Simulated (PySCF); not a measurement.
# C₄H₃BF₂O: excited states, first hyperpolarisability

Wanted: excited states, first hyperpolarisability for C₄H₃BF₂O (`FB(F)c1ccco1`).

Computed with PySCF 2.14.0 and routines of our own; the level stands in each step. Atoms count from 0.

### 1 The starting structure

11 atoms, charge 0, multiplicity 1; geometry from: GFN2-xTB.

### 2 Relaxing the molecule at PBE0-D3(BJ)/def2-SVP

The job: settings as JSON, then the geometry in Å.

```
{"job": {"xc": "PBE0", "basis": "def2-SVP", "d3": "d3bj", "grid": 2, "kind": "geom"}, "charge": 0, "multiplicity": 1}
F      2.774509    -0.807768     0.676527
B      2.091066     0.167667     0.102878
F      2.827864     1.161893    -0.349896
C      0.562029     0.110094    -0.007798
C     -0.322431    -0.862850     0.420431
C     -1.611713    -0.426359     0.072434
C     -1.435244     0.781039    -0.544449
O     -0.148649     1.109575    -0.596985
H     -0.054229    -1.770487     0.921378
H     -2.539192    -0.930332     0.250270
H     -2.138586     1.470198    -0.970752
```

Started as:

```
OMP_NUM_THREADS=1 python excited_run.py task.json out
```

One launch serves the whole session: the jobs run in the order shown.

Output:

```text
step   0  E = -453.28838773  max force = 0.011730
step   1  E = -453.28910790  max force = 0.003552
step   2  E = -453.28944028  max force = 0.007206
step   3  E = -453.28978294  max force = 0.002719
step   4  E = -453.28982282  max force = 0.001089
step   5  E = -453.28984791  max force = 0.000900
step   6  E = -453.28982061  max force = 0.002109
step   7  E = -453.28983956  max force = 0.001494
step   8  E = -453.28985394  max force = 0.000272
optimisation converged
```

It took 54 s on 1 thread of Arm Neoverse V2, shared host; peak memory 0.78 GiB.

The steps of the relaxation:

| step | energy from step 0 (eV) | largest force component (eV/Å) |
| --- | --- | --- |
| 0 | 0.0000 | 0.6032 |
| 1 | -0.0196 | 0.1827 |
| 2 | -0.0286 | 0.3705 |
| 3 | -0.0380 | 0.1398 |
| 4 | -0.0391 | 0.0560 |
| 5 | -0.0397 | 0.0463 |
| 6 | -0.0390 | 0.1084 |
| 7 | -0.0395 | 0.0768 |
| 8 | -0.0399 | 0.0140 |

Distances of close pairs at the start and the end, largest changes first:

```csv
bond,before (Å),after (Å),change (Å)
C4–H8,1.071,1.088,+0.018
C5–H9,1.070,1.088,+0.017
C6–H10,1.073,1.088,+0.015
C4–C5,1.405,1.420,+0.015
C3–C4,1.383,1.377,-0.006
C6–O7,1.329,1.334,+0.005
C3–O7,1.361,1.364,+0.003
C5–C6,1.367,1.369,+0.002
```

The end geometry stands in the next job.

```csv
at the end point,value
point group (found at 0.08 Å tolerance),Cs
"rotational constants (GHz, main isotopes)","4.919, 1.447, 1.118"
dipole moment (D),2.72
```

### 3 Excited states: TDA CAM-B3LYP/def2-TZVP

The job: settings as JSON, then the geometry in Å.

```
{"job": {"kind": "states", "xc": "CAM-B3LYP", "basis": "def2-TZVP", "tda": true, "soc": true, "nstates": 6, "ntriplets": 5, "nquad": 4}, "charge": 0, "multiplicity": 1}
F      2.871767    -0.660348     1.002880
B      2.217103     0.291208     0.358705
F      2.876278     1.390179     0.048555
C      0.741204     0.085222    -0.002308
C     -0.118166    -0.963238     0.236732
C     -1.369785    -0.607804    -0.330842
C     -1.182448     0.634347    -0.875381
O      0.068559     1.055727    -0.684508
H      0.135682    -1.881486     0.763101
H     -2.288834    -1.189279    -0.340574
H     -1.843748     1.310332    -1.413300
```

Level: TDA CAM-B3LYP/def2-TZVP excited states, vertical, gas phase, spin-orbit mean-field couplings.

Output:

```text
coarse grid: 10552 points
cycle   1  E = -454.0199767649  dE =  1.611e+00  |g| = 7.906e-01  |ddm| = 2.893e+00
cycle   2  E = -453.9838926176  dE =  3.608e-02  |g| = 1.009e+00  |ddm| = 9.064e-01
cycle   3  E = -454.1271709231  dE = -1.433e-01  |g| = 6.293e-02  |ddm| = 4.601e-01
cycle   4  E = -454.1275330903  dE = -3.622e-04  |g| = 4.918e-02  |ddm| = 7.075e-02
cycle   5  E = -454.1280081673  dE = -4.751e-04  |g| = 1.249e-02  |ddm| = 3.435e-02
cycle   6  E = -454.1280364770  dE = -2.831e-05  |g| = 3.753e-03  |ddm| = 1.049e-02
cycle   7  E = -454.1280392278  dE = -2.751e-06  |g| = 6.789e-04  |ddm| = 2.770e-03
final grid: 106576 points
cycle   8  E = -454.1238543057  dE = -1.015e-04  |g| = 4.195e-03  |ddm| = 5.797e-02
cycle   9  E = -454.1238547579  dE = -4.521e-07  |g| = 3.898e-03  |ddm| = 5.263e-03
cycle  10  E = -454.1238573617  dE = -2.604e-06  |g| = 7.019e-04  |ddm| = 2.174e-03
cycle  11  E = -454.1238574145  dE = -5.274e-08  |g| = 4.177e-04  |ddm| = 5.896e-04
cycle  12  E = -454.1238574487  dE = -3.422e-08  |g| = 6.937e-05  |ddm| = 2.777e-04
cycle  13  E = -454.1238574495  dE = -8.314e-10  |g| = 2.335e-05  |ddm| = 4.591e-05
converged SCF energy = -454.1238574495

Singlet excitations
state   eV       nm        f     d(h-e)  d(exc)  Lambda  PR(NTO)  |dmu|/D   mu/D   main configurations
  1   5.8036   213.6   0.41767   0.955   2.729   0.738   1.114    2.522    5.300   H->L 0.92
  2   6.6221   187.2   0.04006   0.419   2.724   0.657   1.577    1.159    3.925   H-1->L 0.72, H->L+2 0.22
  3   7.3610   168.4   0.01267   1.287   3.469   0.324   1.037    4.992    7.791   H->L+1 0.90
  4   7.7542   159.9   0.00533   0.161   2.488   0.558   1.071    0.541    3.209   H-2->L 0.94
  5   8.0206   154.6   0.33607   0.052   2.646   0.709   1.699                     H->L+2 0.69, H-1->L 0.20
  6   8.1670   151.8   0.01737   1.326   3.483   0.314   1.091                     H->L+3 0.87

Triplet excitations (Tamm-Dancoff)
state   eV     d(h-e)  d(exc)  Lambda  PR(NTO)   main configurations
  1   3.5486   0.299   2.436   0.740   1.059   H->L 0.91
  2   5.0029   0.533   2.377   0.650   1.386   H-1->L 0.77, H->L+2 0.17
  3   5.9094   0.558   2.591   0.726   1.314   H->L+2 0.69, H-1->L 0.17
  4   7.1059   0.705   2.410   0.713   1.068   H-1->L+2 0.87
  5   7.1615   0.156   2.442   0.555   1.109   H-2->L 0.92
S1 - T1 = 2.2550 eV

Spin-orbit couplings |<S|Hso|T>| (cm-1)
             T1       T2       T3       T4       T5
S0        0.040    0.083    0.103    0.128   24.301
S1        0.063    0.043    0.139    0.041    9.370
S2        0.087    0.018    0.019    0.125   10.405
S3        2.059    1.322    0.287    0.208    0.155
S4        7.763   13.629    9.750    4.623    2.209
S5        0.185    0.142    0.107    0.120    4.815
S6        4.864    0.892    3.521    1.591    1.541
T1 sublevels (cm-1): 0.000 0.001 0.001   radiative rates (1/s): 0.0562 0.0443 0.000219
```

Run time: 55 s. Hardware: 1 thread of Arm Neoverse V2, shared host; peak memory 1.1 GiB.

Key values:

```
  quantity    value
S1 less T1  2.25 eV
```

Orbitals, density, ELF and potential are computed afterwards from the orbital file.

Frontier orbitals at CAM-B3LYP/def2-TZVP, with the share of their density that lies nearest to each atom:

| orbital | energy (eV) | lies on |
| --- | --- | --- |
| HOMO | -8.52 | C3, C6 about 30 % each; C5 14 %; C4 9 % |
| LUMO | -0.22 | B1 25 %; C3, C4, C6 about 15 % each; O7 10 % |

ELF in a plane through or near 11 of the atoms.

Ten even steps from ' ' (0.00) to '@' (1.00):
```
                                                        
                                                        
                                                        
                      ..**%%%%==                        
                      ==@@@@@@@@::                      
          ..::--::    ==@@@@@@@@::    ==####--          
        ::++####**..  ..%%@@@@##--..--%%@@@@@@::        
      ..++%%%%####::    ==++----##++**@@@@@@@@++        
      ::**%%##++##::::--##%%::++%%====@@@@@@@@--        
        ::++**##..::%%**::####--++----++++==--          
            ....@@..%%**++----  ==@@%%++..              
        ..==**##::::##**==%%##**--++::==..              
      ..++%%##==##--    ++==++##**::##@@@@**--          
      ..==%%%%##%%==    **@@%%##--**@@@@@@@@**          
        ::++**##**::    **%%%%++  ==@@@@@@@@**          
            ..::..      ::==--      ==%%%%--            
                                      ..                
                                                        
                                                        
                                                        
```
The map spans 10.9 Å across and 9.3 Å up, centred on the molecule. Atoms in the plane (x, y in Å): F0 (-2.8, 0.9), B1 (-2.1, -0.2), F2 (-2.7, -1.4), C3 (-0.6, -0.1), C4 (0.3, 1.0), C5 (1.6, 0.5), C6 (1.5, -0.9), O7 (0.2, -1.2), H8 (0.0, 2.0), H9 (2.5, 1.0), H10 (2.2, -1.7).

On the surface of density 0.002 e/bohr³ the electrostatic potential runs, from the 1st to the 99th percentile, from -0.80 V near O7 to 1.52 V near B1.

### 4 Excited states: TDDFT CAM-B3LYP/aug-cc-pVDZ

Settings changed since step 3:

```diff
@@ -1,2 +1,2 @@
-{"job": {"kind": "states", "xc": "CAM-B3LYP", "basis": "def2-TZVP", "tda": true, "soc": true, "nstates": 6, "ntriplets": 5, "nquad": 4}, "charge": 0, "multiplicity": 1}
+{"job": {"kind": "states", "xc": "CAM-B3LYP", "basis": "aug-cc-pVDZ", "tpa": true, "nstates": 8, "nquad": 6, "ntriplets": 0}, "charge": 0, "multiplicity": 1}
 F      2.871767    -0.660348     1.002880
```

With the program's defaults for keys left out, this is: TDDFT CAM-B3LYP/aug-cc-pVDZ excited states, vertical, gas phase, two-photon moments by quadratic response.

Output:

```text
coarse grid: 10552 points
cycle   1  E = -453.8771214728  dE =  1.648e+00  |g| = 7.123e-01  |ddm| = 1.220e+01
cycle   2  E = -453.8520110827  dE =  2.511e-02  |g| = 8.832e-01  |ddm| = 2.858e+00
cycle   3  E = -453.9741445505  dE = -1.221e-01  |g| = 6.073e-02  |ddm| = 1.422e+00
cycle   4  E = -453.9745505038  dE = -4.060e-04  |g| = 4.409e-02  |ddm| = 2.348e-01
cycle   5  E = -453.9749553159  dE = -4.048e-04  |g| = 1.180e-02  |ddm| = 1.126e-01
cycle   6  E = -453.9749831548  dE = -2.784e-05  |g| = 3.262e-03  |ddm| = 2.781e-02
cycle   7  E = -453.9749853831  dE = -2.228e-06  |g| = 5.955e-04  |ddm| = 8.133e-03
final grid: 106576 points
cycle   8  E = -453.9819671564  dE = -3.751e-05  |g| = 3.252e-03  |ddm| = 1.801e-01
cycle   9  E = -453.9819678721  dE = -7.158e-07  |g| = 2.942e-03  |ddm| = 2.042e-02
cycle  10  E = -453.9819697664  dE = -1.894e-06  |g| = 2.980e-04  |ddm| = 8.169e-03
cycle  11  E = -453.9819697745  dE = -8.109e-09  |g| = 2.378e-04  |ddm| = 1.169e-03
cycle  12  E = -453.9819697869  dE = -1.240e-08  |g| = 4.649e-05  |ddm| = 4.936e-04
cycle  13  E = -453.9819697873  dE = -4.081e-10  |g| = 1.812e-05  |ddm| = 1.153e-04
converged SCF energy = -453.9819697873

Singlet excitations
state   eV       nm        f     d(h-e)  d(exc)  Lambda  PR(NTO)  |dmu|/D   mu/D   delta(TPA)   sigma/GM   main configurations
  1   5.4360   228.1   0.31205   0.789   2.765   0.719   1.151    2.153    4.959      136.44      1.477   H->L 0.97
  2   6.3229   196.1   0.00090   0.780   4.199   0.223   1.021    3.752    1.124      144.93      2.123   H->L+1 0.87
  3   6.4209   193.1   0.02362   0.518   2.794   0.624   1.557    1.556    4.378      125.66      1.898   H-1->L 0.81, H->L+8 0.15
  4   6.9134   179.3   0.03460   0.761   4.511   0.171   1.099    3.839    1.450        6.01      0.105   H->L+2 0.67, H->L+3 0.14
  5   7.0884   174.9   0.00099   1.142   4.760   0.172   1.020    5.294    2.527       32.01      0.589   H->L+3 0.65, H->L+2 0.22
  6   7.3833   167.9   0.03320   0.837   4.362   0.294   1.083    3.399    6.049       29.05      0.580   H->L+4 0.79, H->L+9 0.09
  7   7.5051   165.2   0.23138   0.184   3.070   0.626   1.458                                            H->L+8 0.74, H-1->L 0.14
  8   7.5586   164.0   0.00807   0.833   4.594   0.186   1.313                                            H->L+5 0.40, H->L+6 0.20, H-1->L+1 0.09
```

Run time: 43 s. Hardware: 1 thread of Arm Neoverse V2, shared host; peak memory 0.98 GiB.

### 5 First hyperpolarisability: quadratic response CAM-B3LYP/aug-cc-pVDZ

Settings changed since step 4:

```diff
@@ -1,2 +1,2 @@
-{"job": {"kind": "states", "xc": "CAM-B3LYP", "basis": "aug-cc-pVDZ", "tpa": true, "nstates": 8, "nquad": 6, "ntriplets": 0}, "charge": 0, "multiplicity": 1}
+{"job": {"kind": "beta", "xc": "CAM-B3LYP", "basis": "aug-cc-pVDZ"}, "charge": 0, "multiplicity": 1}
 F      2.871767    -0.660348     1.002880
```

Method: quadratic response CAM-B3LYP/aug-cc-pVDZ first hyperpolarisability, Taylor convention, gas phase.

Output:

```text
coarse grid: 10552 points
cycle   1  E = -453.8771214728  dE =  1.648e+00  |g| = 7.123e-01  |ddm| = 1.220e+01
cycle   2  E = -453.8520110827  dE =  2.511e-02  |g| = 8.832e-01  |ddm| = 2.858e+00
cycle   3  E = -453.9741445505  dE = -1.221e-01  |g| = 6.073e-02  |ddm| = 1.422e+00
cycle   4  E = -453.9745505038  dE = -4.060e-04  |g| = 4.409e-02  |ddm| = 2.348e-01
cycle   5  E = -453.9749553159  dE = -4.048e-04  |g| = 1.180e-02  |ddm| = 1.126e-01
cycle   6  E = -453.9749831548  dE = -2.784e-05  |g| = 3.262e-03  |ddm| = 2.781e-02
cycle   7  E = -453.9749853831  dE = -2.228e-06  |g| = 5.955e-04  |ddm| = 8.133e-03
final grid: 106576 points
cycle   8  E = -453.9819671564  dE = -3.751e-05  |g| = 3.252e-03  |ddm| = 1.801e-01
cycle   9  E = -453.9819678721  dE = -7.158e-07  |g| = 2.942e-03  |ddm| = 2.042e-02
cycle  10  E = -453.9819697664  dE = -1.894e-06  |g| = 2.980e-04  |ddm| = 8.169e-03
cycle  11  E = -453.9819697745  dE = -8.109e-09  |g| = 2.378e-04  |ddm| = 1.169e-03
cycle  12  E = -453.9819697869  dE = -1.240e-08  |g| = 4.649e-05  |ddm| = 4.936e-04
cycle  13  E = -453.9819697873  dE = -4.081e-10  |g| = 1.812e-05  |ddm| = 1.153e-04
converged SCF energy = -453.9819697873

Lowest singlets (eV, f): 5.4360 0.3120  6.3229 0.0009  6.4209 0.0236

First hyperpolarisability (au)
process     nm      |vector|   parallel      HRS      DR
static         -      153.21      78.76       99.6   2.275
shg       1907.0      171.47      89.66     108.17   2.348
eope      1907.0      159.01      82.23          -       -
shg       1064.0      222.94     120.19      131.9   2.535
eope      1064.0      172.86      90.49          -       -
```

Run time: 34 s. Hardware: 1 thread of Arm Neoverse V2, shared host; peak memory 0.98 GiB.

### 6 Results

| quantity | value |
| --- | --- |
| point group | Cs |
| rotational constants (main isotopes) | 4.92, 1.45, 1.12 GHz |
| S1 less T1 (step 3, TDA CAM-B3LYP/def2-TZVP) | 2.25 eV |
| surface potential, 1st and 99th percentile | -0.80 V and 1.52 V |
| β vector (step 5, quadratic response CAM-B3LYP/aug-cc-pVDZ) | static 153, SHG 1907.0 nm 171, SHG 1064.0 nm 223 au |

**Reading.** The optimisation took 8 steps and gained 0.040 eV; among the close pairs (by a distance rule), C4–H8 changed most, from 1.071 to 1.088 Å. No frequency check was run at this level, so the end point may be a saddle. In step 3, the number of triplets below S1 is 2, and the largest singlet-triplet spin-orbit coupling is S0–T5, 24.30 cm⁻¹. β grows from 153 au (static) to 223 au for doubling at 1064.0 nm: normal dispersion, which grows as twice the photon energy moves toward the bright states.
